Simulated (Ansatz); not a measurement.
# MgB (Pm-3m) in Ansatz: a series of runs

One crystal, MgB, is run at these levels: PBE; tasks: single point, equation of state.

Everything below comes from runs of Ansatz 0.2.0. Logs are shortened: lines on timing, memory, paths and dates and some standing lists are left out, and cuts for length are marked.

## Step 1: The structure

It takes space group Pm-3m (No. 221, cubic). The conventional cell has a = 2.895 Å, b = 2.895 Å, c = 2.895 Å, α = 90.00°, β = 90.00°, γ = 90.00°. Mg (site symmetry m-3m) is surrounded by 8 B at 2.51 Å. B (site symmetry m-3m) has 8 Mg at 2.51 Å as nearest neighbours.

The cell was built by a generator and needn't be a form met in nature.

## Step 2: Single point, PBE, 11.41 Å³/atom (volume scaled by 0.94)

The input, input.yaml:

```yaml
crystal:
  lattice:
    - [2.8360487226, 0.0, 0.0]
    - [0.0, 2.8360487226, 0.0]
    - [0.0, 0.0, 2.8360487226]
  atoms:
    - { symbol: Mg, position: [0.0, 0.0, 0.0] }
    - { symbol: B, position: [0.5, 0.5, 0.5] }
hamiltonian:
  xc: pbe
  pseudopotentials: { kind: nc, accuracy: standard }
kpoints:
  mp_grid: { grid: [9, 9, 9] }
scf:
  occupations: { method: fermi_dirac, width: 0.05 }
output:
  forces: true
  stress: true
  eigenvalues: true
```

Potentials or basis: PseudoDojo standard (PBE files).

On the command line:

```console
ansatz run input.yaml --threads 2 --pin off --max-ram 5632MiB --backend cpu --events-out ev --progress --plain --runs-dir out
```

The program printed:

```text
Warning: RAYON_NUM_THREADS=2 ignored (pool sized by the plan → 2); use --threads N
Engine: ansatz 0.2.0, aarch64-unknown-linux-gnu
Pseudopotentials: kind: nc
Pseudopotential: Mg, nc, valence charge 10, recommended cutoff 1142.878222 eV (normal), Mg.nc.azcp (PseudoDojo's, or run here from an input of PseudoDojo's; its table is named by hamiltonian.pseudopotentials.accuracy)
Pseudopotential: B, nc, valence charge 3, recommended cutoff 1034.032677 eV (normal), B.nc.azcp (PseudoDojo's, or run here from an input of PseudoDojo's; its table is named by hamiltonian.pseudopotentials.accuracy)
Functional definition: PBE
  parameter kappa = 0.804
  parameter beta = 0.06672455060314922
  exchange = pbe_x(kappa = kappa, mu = beta*pi^2/3)
  correlation = pbe_c(beta = beta)
Crystal: 2 atoms, lattice volume = 22.811 Å³
Basis set: ecut = 1142.878222 eV, 2007 PW (Γ), exchange–correlation on 64×64×64 points (8 copies of the dense FFT grid, shifted against one another)
Bands: 11, of which v1, the nominal top of the filled ones, is band 7 counted from 1 (6 counted from 0)
Symmetry: 48 space group operations
Space group: Pm-3m (ITA 221), of the structure as read, at distance tolerance 2.8e-5 Å
k-points: 35 of 729
Non-local potential: Mg, projectors of the file, l = 0: 2, l = 1: 2
Non-local potential: B, projectors of the file, l = 0: 2, l = 1: 2
Initial density: superposition of atomic densities (chi_scale 0.1, normalization cell, long waves kept (reshape's long-wave potential 0.00 eV rms))
Initial wavefunctions: pseudopotential atomic-orbital guess
Functional: x = pbe(κ = 0.804, μ = 0.2195149727645171), c = pbe(β = 0.06672455060314922)
SCF iter   1: F=—  HF=-1694.714811 eV  |F-HF|=—  |Δ(HF+E_count)|=         —  Δρ=3.03e-2  dr2=2.57e-1  ethr=3.10e-3  ⟨swp⟩=5.9  Hψ=2550  notcnv=0
preconditioner: auto → none  [insulator: Δε(μ)=0.127 eV  Ē_g=11.376 eV  σ=0.050 eV  W_gap=0.56  n_scr=6 (ndim 8)  ℏωp=17.4 eV  f_vac=0.000  D(μ)=0.95/eV (n_scr^D=6)  ε∞_Penn≈3.3]
SCF iter   2: F=—  HF=-1694.636175 eV  |F-HF|=—  |Δ(HF+E_count)|=   7.86e-2  Δρ=1.26e-2  dr2=2.19e-2  ethr=1.98e-3  ⟨swp⟩=2.0  Hψ=810  notcnv=0  defer=11
SCF iter   3: F=—  HF=-1694.635276 eV  |F-HF|=—  |Δ(HF+E_count)|=   8.99e-4  Δρ=3.78e-3  dr2=1.53e-3  ethr=1.69e-4  ⟨swp⟩=2.3  Hψ=559  notcnv=0  defer=11
SCF iter   4: F=—  HF=-1694.635589 eV  |F-HF|=—  |Δ(HF+E_count)|=   3.13e-4  Δρ=1.80e-4  dr2=2.99e-6  ethr=1.18e-5  ⟨swp⟩=1.4  Hψ=402  notcnv=0  defer=11
SCF iter   5: F=—  HF=-1694.635183 eV  |F-HF|=—  |Δ(HF+E_count)|=   4.06e-4  Δρ=4.72e-5  dr2=1.25e-7  ethr=7.69e-10  ⟨swp⟩=9.0  Hψ=2192  notcnv=0
SCF iter   6: F=-1694.635183 eV  HF=-1694.635183 eV  |F-HF|=4.54e-9  |Δ(HF+E_count)|=   3.58e-8  Δρ=7.51e-6  dr2=7.10e-9  ethr=7.69e-10  ⟨swp⟩=4.9  Hψ=1225  notcnv=0
SCF 1 converged in 6 iterations: F = -1694.635183 eV  dr2 = 7.10e-9
SCF converged after 6 iterations
Free energy (F): -1694.635183 eV
Harris-Foulkes:  -1694.635183 eV  (|F-HF|=4.54e-9)
Internal energy: -1694.628005 eV  (E = F + TS)
E sigma→0 (E₀):  -1694.631594 eV
Entropy (-TS):   -0.007178 eV (-3.589 meV/atom)
Fermi energy:    9.197521 eV
--- Per-component energies (eV) ---
  E_band       = -306.566391
  E_kinetic    = 976.428822
  E_local      = -1577.414621  (includes V_loc(G=0)·N_el)
  E_nonlocal   = -489.000014
  E_hartree    = 551.285441
  E_xc         = -248.649830
  E_vxc        = -319.150702  (∫ρ·V_xc dr)
  E_ewald      = -907.277802
  E_smearing   = -0.007178  (= −TS)
  E_closure    = 0.000000  (closes the sum)
  Σ components = -1694.635183   (vs F -1694.635183, Δ=0.00e0)
--- Forces (eV/Å), atoms counted from 1 ---
  atom   1  Mg     0.00000000     0.00000000     0.00000000
  atom   2  B      0.00000000    -0.00000000     0.00000000
  max |Σ_I F_I| component: 2.50e-30 eV/Å
--- Stress (GPa, compression-positive) ---
        6.166846      -0.000000       0.000000
       -0.000000       6.166846       0.000000
        0.000000       0.000000       6.166846
  P = ⅓ Tr σ = 6.1668 GPa (61.668 kbar)
--- Band table (eV; the first three rows and the last of 35) ---
  k-point 0: bands = ["-66.1066", "-32.8760", "-32.8760", "-32.8760", "-2.1021", "11.6632", "11.6632", "11.6632", "16.2358", "16.2358", "18.9037"]
  k-point 1: bands = ["-66.1059", "-32.8838", "-32.8753", "-32.8753", "-1.8975", "10.1669", "11.7788", "11.7788", "16.4637", "17.4954", "19.3869"]
  k-point 2: bands = ["-66.1043", "-32.9035", "-32.8735", "-32.8735", "-1.2911", "7.6979", "12.0956", "12.0956", "17.1458", "18.6667", "21.0307"]
  k-point 34: bands = ["-66.0912", "-32.9243", "-32.9240", "-32.9240", "6.1455", "7.5982", "7.5982", "8.5872", "13.5103", "13.5103", "13.5353"]
```

Wall time 0.96 s (2 threads of Arm Neoverse V2, shared host); peak memory 0.27 GiB.

Results:

```
Free energy            : -1694.6352 eV
Pressure               : 6.2 GPa
Band gap on the k mesh : none (metal or under the smearing width)
```

## Step 3: Single point, PBE, 11.65 Å³/atom (volume scaled by 0.96)

input.yaml: that of step 2 with these lines changed.

```diff
@@ -2,5 +2,5 @@
   lattice:
-    - [2.8360487226, 0.0, 0.0]
-    - [0.0, 2.8360487226, 0.0]
-    - [0.0, 0.0, 2.8360487226]
+    - [2.8560215548, 0.0, 0.0]
+    - [0.0, 2.8560215548, 0.0]
+    - [0.0, 0.0, 2.8560215548]
   atoms:
```

Potentials or basis: PseudoDojo standard (PBE files).

On the command line:

```console
ansatz run input.yaml --threads 2 --pin off --max-ram 5632MiB --backend cpu --events-out ev --progress --plain --runs-dir out
```

Wall time 0.99 s (2 threads of Arm Neoverse V2, shared host); peak memory 0.27 GiB.

It converged, with:

```
Free energy            : -1694.6505 eV
Pressure               : 4.0 GPa
Band gap on the k mesh : none (metal or under the smearing width)
```

## Step 4: Single point, PBE, 11.89 Å³/atom (volume scaled by 0.98)

input.yaml: that of step 3 with these lines changed.

```diff
@@ -2,5 +2,5 @@
   lattice:
-    - [2.8560215548, 0.0, 0.0]
-    - [0.0, 2.8560215548, 0.0]
-    - [0.0, 0.0, 2.8560215548]
+    - [2.8757188776, 0.0, 0.0]
+    - [0.0, 2.8757188776, 0.0]
+    - [0.0, 0.0, 2.8757188776]
   atoms:
```

On the command line:

```console
ansatz run input.yaml --threads 2 --pin off --max-ram 5632MiB --backend cpu --events-out ev --progress --plain --runs-dir out
```

Run time: 1 s. Hardware: 2 threads of Arm Neoverse V2, shared host; peak memory 0.27 GiB.

The run converged. Its results:

```yaml
Free_energy: -1694.6596 eV
Pressure: 2.1 GPa
Band_gap_on_the_k_mesh: none (metal or under the smearing width)
```

## Step 5: Single point, PBE, 12.13 Å³/atom

input.yaml: that of step 4 with these lines changed.

```diff
@@ -2,5 +2,5 @@
   lattice:
-    - [2.8757188776, 0.0, 0.0]
-    - [0.0, 2.8757188776, 0.0]
-    - [0.0, 0.0, 2.8757188776]
+    - [2.89515, 0.0, 0.0]
+    - [0.0, 2.89515, 0.0]
+    - [0.0, 0.0, 2.89515]
   atoms:
```

On the command line:

```console
ansatz run input.yaml --threads 2 --pin off --max-ram 5632MiB --backend cpu --events-out ev --progress --plain --runs-dir out
```

Wall time 1 s (2 threads of Arm Neoverse V2, shared host); peak memory 0.27 GiB.

Results (log left out):

```
Free energy            : -1694.6632 eV
Pressure               : 0.3 GPa
Band gap on the k mesh : none (metal or under the smearing width)
```

## Step 6: Single point, PBE, 12.38 Å³/atom (volume scaled by 1.02)

input.yaml: that of step 5 with these lines changed.

```diff
@@ -2,5 +2,5 @@
   lattice:
-    - [2.89515, 0.0, 0.0]
-    - [0.0, 2.89515, 0.0]
-    - [0.0, 0.0, 2.89515]
+    - [2.9143237376, 0.0, 0.0]
+    - [0.0, 2.9143237376, 0.0]
+    - [0.0, 0.0, 2.9143237376]
   atoms:
```

Potentials or basis: PseudoDojo standard (PBE files).

On the command line:

```console
ansatz run input.yaml --threads 2 --pin off --max-ram 5632MiB --backend cpu --events-out ev --progress --plain --runs-dir out
```

Wall time 1.3 s (2 threads of Arm Neoverse V2, shared host); peak memory 0.28 GiB.

Results (log left out):

```
Free energy            : -1694.6617 eV
Pressure               : -1.3 GPa
Band gap on the k mesh : none (metal or under the smearing width)
```

## Step 7: Single point, PBE, 12.62 Å³/atom (volume scaled by 1.04)

input.yaml: that of step 6 with these lines changed.

```diff
@@ -2,5 +2,5 @@
   lattice:
-    - [2.9143237376, 0.0, 0.0]
-    - [0.0, 2.9143237376, 0.0]
-    - [0.0, 0.0, 2.9143237376]
+    - [2.933248448, 0.0, 0.0]
+    - [0.0, 2.933248448, 0.0]
+    - [0.0, 0.0, 2.933248448]
   atoms:
@@ -19 +19,5 @@
   eigenvalues: true
+  write_density: true
+  write_potential: true
+  elf: true
+  volumetric_format: npy
```

On the command line:

```console
ansatz run input.yaml --threads 2 --pin off --max-ram 5632MiB --backend cpu --events-out ev --progress --plain --runs-dir out
```

Run time: 1.8 s. Hardware: 2 threads of Arm Neoverse V2, shared host; peak memory 0.29 GiB.

The run converged. Its results:

| Property | Result |
| --- | --- |
| Free energy | -1694.6556 eV |
| Pressure | -2.7 GPa |
| Band gap on the k mesh | none (metal or under the smearing width) |

## Step 8: Single point, PBE, 12.86 Å³/atom (volume scaled by 1.06)

input.yaml: that of step 7 with these lines changed.

```diff
@@ -2,5 +2,5 @@
   lattice:
-    - [2.933248448, 0.0, 0.0]
-    - [0.0, 2.933248448, 0.0]
-    - [0.0, 0.0, 2.933248448]
+    - [2.9519320628, 0.0, 0.0]
+    - [0.0, 2.9519320628, 0.0]
+    - [0.0, 0.0, 2.9519320628]
   atoms:
```

On the command line:

```console
ansatz run input.yaml --threads 2 --pin off --max-ram 5632MiB --backend cpu --events-out ev --progress --plain --runs-dir out
```

Run time: 1.8 s. Hardware: 2 threads of Arm Neoverse V2, shared host; peak memory 0.29 GiB.

The run converged. Its results:

| Item | Value |
| --- | --- |
| Free energy | -1694.6452 eV |
| Pressure | -4.1 GPa |
| Band gap on the k mesh | none (metal or under the smearing width) |

## Step 9: Equation of state, PBE

Potentials or basis: PseudoDojo standard.

No new run: the results of the series are fitted here.

Results:

```
Equilibrium volume                      : 12.18 Å³/atom
Bulk modulus                            : 83 GPa
Pressure derivative of the bulk modulus : 3.6 (rough: it moves with the points fitted)
```

Energy against volume, from the lowest point:
```
volume (Å³/atom)  energy (meV/atom)
          11.405              14.01
          11.648               6.35
          11.891               1.79
          12.133               0.00
          12.376               0.74
          12.619               3.80
          12.861               9.00
```
